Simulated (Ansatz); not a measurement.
# EuHg2: how the settings move a single-point run

Aim: see which settings change the result for EuHg2, by how much, and at what cost.

Computed with Ansatz 0.2.0 (reference: DFT, LDA+U, PAW with Ansatz's default frozen-core files, scalar-relativistic, unless a step's input says otherwise).

## (1) Starting point

The structure is hexagonal, space group P6/mmm (No. 191). The conventional cell has a = 4.970 Å, b = 4.970 Å, c = 3.705 Å, α = 90.00°, β = 90.00°, γ = 120.00°. Eu (site symmetry 6/mmm) has 12 Hg at 3.42 Å and 2 Eu at 3.71 Å as nearest neighbours. Hg (site symmetry -6m2) is surrounded by 3 Hg at 2.87 Å.

As a file:

```cif
data_structure
_symmetry_space_group_name_H-M 'P 1'
_symmetry_Int_Tables_number 1
_cell_length_a 4.9700
_cell_length_b 4.9700
_cell_length_c 3.7050
_cell_angle_alpha 90.000
_cell_angle_beta 90.000
_cell_angle_gamma 120.000
_cell_volume 79.26
loop_
_atom_site_label
_atom_site_type_symbol
_atom_site_fract_x
_atom_site_fract_y
_atom_site_fract_z
_atom_site_occupancy
Eu1 Eu 0.00000 0.00000 0.00000 1
Hg1 Hg 0.33333 0.66667 0.50000 1
Hg2 Hg 0.66667 0.33333 0.50000 1
```

## (2) Reference

File input.yaml:

```yaml
crystal:
  lattice:
    - [4.97, 0.0, 0.0]
    - [-2.485, 4.3041462568, 0.0]
    - [0.0, 0.0, 3.705]
  atoms:
    - { symbol: Eu, position: [0.0, 0.0, 0.0], spin: 7.0 }
    - { symbol: Hg, position: [0.3333333333, 0.6666666667, 0.5] }
    - { symbol: Hg, position: [0.6666666667, 0.3333333333, 0.5] }
magnetization:
  spin_polarized: true
kpoints:
  mp_grid: { grid: [6, 6, 7] }
scf:
  occupations: { method: fermi_dirac, width: 0.05 }
hamiltonian:
  xc: lda
  pseudopotentials: { kind: paw }
  hubbard: { sites: [{ species: Eu, l: f, u_eff: 4 }] }
output:
  forces: true
  stress: true
  eigenvalues: true
  hubbard: { sites: [{ species: Eu, l: f }] }
  populations: true
  dos: { projected: true, de: 0.1, e_range: [-10, 8] }
```

On the command line:

```
$ ansatz run input.yaml --threads 2 --pin off --max-ram 6144MiB --backend cpu --events-out ev --progress --plain --runs-dir out
```

## (3) Changed: lower_state_search standard

Changes to input.yaml since step 2:

```diff
@@ -15,2 +15,3 @@
   occupations: { method: fermi_dirac, width: 0.05 }
+  lower_state_search: standard
 hamiltonian:
@@ -25,2 +26,5 @@
   populations: true
-  dos: { projected: true, de: 0.1, e_range: [-10, 8] }
+  write_density: true
+  write_potential: true
+  elf: true
+  volumetric_format: npy
```

What does the calculation give? Wanted: for each run, ending; energy change; pressure; abs. moment; force.

**Answer**, as computed:

| run | ending | energy change | pressure (GPa) | abs. moment (μB) | force (eV/Å) | cycles | time |
| --- | --- | --- | --- | --- | --- | --- | --- |
| reference | converged | 0 | -2.9 | 7.27 | 0.00 | 14 | 18 s |
| 1: lower_state_search standard | converged | 0.0 meV/atom | -2.9 | 7.27 | 0.00 | 14 | 30 s |

Times don't compare one to one where runs were asked for different outputs or read a saved state (see the inputs); cycles may leave out searches for a lower state.

Residual by cycle in the longest SCF loop of each run; runs are numbered as in the table. The quantity is the density residual dr2, in eV.

| cycle | reference | run 1 |
| --- | --- | --- |
| 1 | 4.99 | 4.99 |
| 2 | 2.19 | 2.19 |
| 3 | 0.496 | 0.496 |
| 4 | 0.0783 | 0.0783 |
| 5 | 0.00931 | 0.00931 |
| 6 | 0.00166 | 0.00166 |
| 7 | 1.1e-4 | 1.1e-4 |
| 8 | 9.1e-6 | 9.1e-6 |

**Reading.** The changed input (search for lower states) leaves the energy the same to the digits printed.
